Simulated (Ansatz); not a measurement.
# C2H8GeO2: small, medium and large basis sets

An exercise on one series of results from a longer session: the logs are not shown, and one member is left open.

The runs use Ansatz 0.2.0, Gaussian basis; one geometry, several basis sets.

Levels to be run: PBE0-D4/def2-SVP; ωB97M-V/def2-SVP; PBE0-D4/def2-QZVPP; ωB97M-V/def2-QZVPP; the functionals' def2-TZVPP values are taken from earlier runs.

### The geometry

The geometry comes from an earlier relaxation with PBE0-D4 in a triple-zeta def2 set; it is a stationary point, not always the lowest conformer.

SMILES `[CH3][Ge]([CH3])([OH])[OH]`, 13 atoms, charge 0, spin multiplicity 1.

Atoms are counted from 1 here; the program's logs count them from 0.

Bond lengths: C1–Ge2 1.936 Å, C1–H6 1.091 Å, C1–H7 1.091 Å, C1–H8 1.091 Å, Ge2–C3 1.936 Å, Ge2–O4 1.785 Å, Ge2–O5 1.785 Å, C3–H9 1.091 Å, C3–H10 1.091 Å, C3–H11 1.091 Å, O4–H12 0.960 Å, O5–H13 0.960 Å. Angles: Ge2–C1–H6 109.8°, Ge2–C1–H7 110.4°, Ge2–C1–H8 110.1°, H6–C1–H7 109.1°, H6–C1–H8 108.4°, H7–C1–H8 109.0°, C1–Ge2–C3 117.1°, C1–Ge2–O4 103.9°, C1–Ge2–O5 111.8°, C3–Ge2–O4 111.8°, C3–Ge2–O5 103.9°, O4–Ge2–O5 108.3°, Ge2–C3–H9 109.8°, Ge2–C3–H10 110.1°, Ge2–C3–H11 110.4°, H9–C3–H10 108.4°, H9–C3–H11 109.1°, H10–C3–H11 109.0° and more.

Coordinates:

```mol
C2H8GeO2
  3D, bonds by distance, orders not assigned

 13 12  0  0  0  0  0  0  0  0999 V2000
   -1.2735    0.5756   -1.1282 C   0  0
   -0.0325    0.0982    0.2796 Ge  0  0
    1.4395   -1.0647   -0.2006 C   0  0
   -1.0701   -0.6288    1.5371 O   0  0
    0.7664    1.5347    0.9757 O   0  0
   -2.0660    1.2068   -0.7235 H   0  0
   -0.7580    1.1168   -1.9224 H   0  0
   -1.7289   -0.3228   -1.5473 H   0  0
    2.0768   -1.2318    0.6688 H   0  0
    2.0411   -0.6039   -0.9853 H   0  0
    1.0648   -2.0249   -0.5570 H   0  0
   -0.5772   -0.8760    2.3226 H   0  0
    0.1383    2.1861    1.2952 H   0  0
  1  2  8  0
  2  3  8  0
  2  4  8  0
  2  5  8  0
  1  6  8  0
  1  7  8  0
  1  8  8  0
  3  9  8  0
  3 10  8  0
  3 11  8  0
  4 12  8  0
  5 13  8  0
M  END
```

Set-up of the first run:

File in.yaml:

```yaml
crystal:
  periodic: [false, false, false]
  atoms:
    - {symbol: C, position_ang: [-1.273547, 0.575647, -1.128154]}
    - {symbol: Ge, position_ang: [-0.032524, 0.098182, 0.279603]}
    - {symbol: C, position_ang: [1.439492, -1.064747, -0.200562]}
    - {symbol: O, position_ang: [-1.070091, -0.628797, 1.537087]}
    - {symbol: O, position_ang: [0.766394, 1.534653, 0.975705]}
    - {symbol: H, position_ang: [-2.065962, 1.206799, -0.723518]}
    - {symbol: H, position_ang: [-0.758027, 1.116811, -1.922438]}
    - {symbol: H, position_ang: [-1.728913, -0.322791, -1.547274]}
    - {symbol: H, position_ang: [2.076789, -1.231806, 0.668833]}
    - {symbol: H, position_ang: [2.041063, -0.603921, -0.985323]}
    - {symbol: H, position_ang: [1.064786, -2.024911, -0.557034]}
    - {symbol: H, position_ang: [-0.577241, -0.875951, 2.322632]}
    - {symbol: H, position_ang: [0.138280, 2.186136, 1.295244]}
basis:
  gaussian: {orbitals: def2-SVP}
hamiltonian: {xc: pbe0, dispersion: d4}
output: {orbitals: {seedname: orbitals}}
```

The run is started by

```console
$ ansatz run in.yaml --threads 4 --pin off --events-out ev --progress --plain --max-ram 11315MiB
```

Steps of the session up to this table: PBE0-D4 in def2-SVP; ωB97M-V in def2-SVP; PBE0-D4 in def2-QZVPP; ωB97M-V in def2-QZVPP.

One of the session's tables, all rows but one given; the rest of the session is left out.

It belongs to the step «Functionals by basis». 

```
functional       basis  HOMO (eV)  LUMO (eV)
   PBE0-D4    def2-SVP          ?          ?
   PBE0-D4  def2-TZVPP      -8.14       0.56
   PBE0-D4  def2-QZVPP      -8.19       0.15
   ωB97M-V    def2-SVP     -10.30       2.77
   ωB97M-V  def2-TZVPP     -10.46       1.99
   ωB97M-V  def2-QZVPP     -10.50       1.34
```

Q: Estimate the row for PBE0-D4, def2-SVP from the others.

As computed: HOMO (eV): -7.96; LUMO (eV): 1.15. In the column «HOMO (eV)» it is the highest.
